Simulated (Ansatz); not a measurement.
# MnRu (P-6m2) in Ansatz: equation of state

Aim: energy against volume of MnRu in PBE, for its equilibrium volume and stiffness.

Everything below comes from runs of Ansatz 0.2.0. Logs are shortened: lines on timing, memory, paths and dates and some standing lists are left out, and cuts for length are marked.

## (1) The structure

Symmetry: P-6m2, No. 187, hexagonal system. The conventional cell has a = 2.625 Å, b = 2.625 Å, c = 4.066 Å, α = 90.00°, β = 90.00°, γ = 120.00°. Ru (site symmetry -6m2) is surrounded by 6 Mn at 2.54 Å and 6 Ru at 2.63 Å. Mn (site symmetry -6m2) has 6 Ru at 2.54 Å and 6 Mn at 2.63 Å as nearest neighbours.

The cell comes from a database or a generator and needn't be the stable form of this composition.

## (2) Equation of state, PBE, collinear spin, ferromagnetic start

Potentials or basis: all-electron LAPW, scalar-relativistic.

This step only gathers the single runs of the series.

Results:

```yaml
Equilibrium_volume: 12.38 Å³/atom
Bulk_modulus_at_fixed_shape_and_positions: 294 GPa
Pressure_derivative_of_the_bulk_modulus: 4.6
```

Energy against volume, from the lowest point:
| volume (Å³/atom) | energy (meV/atom) |
| --- | --- |
| 11.404 | 82.39 |
| 11.647 | 44.75 |
| 11.890 | 19.29 |
| 12.132 | 4.76 |
| 12.375 | 0.00 |
| 12.618 | 3.99 |
| 12.860 | 15.82 |

Caveat: the cell was scaled at fixed shape and fractional positions, which overstates the stiffness of a crystal with free parameters, most of all of layers and chains; the starting moments weren't kept.
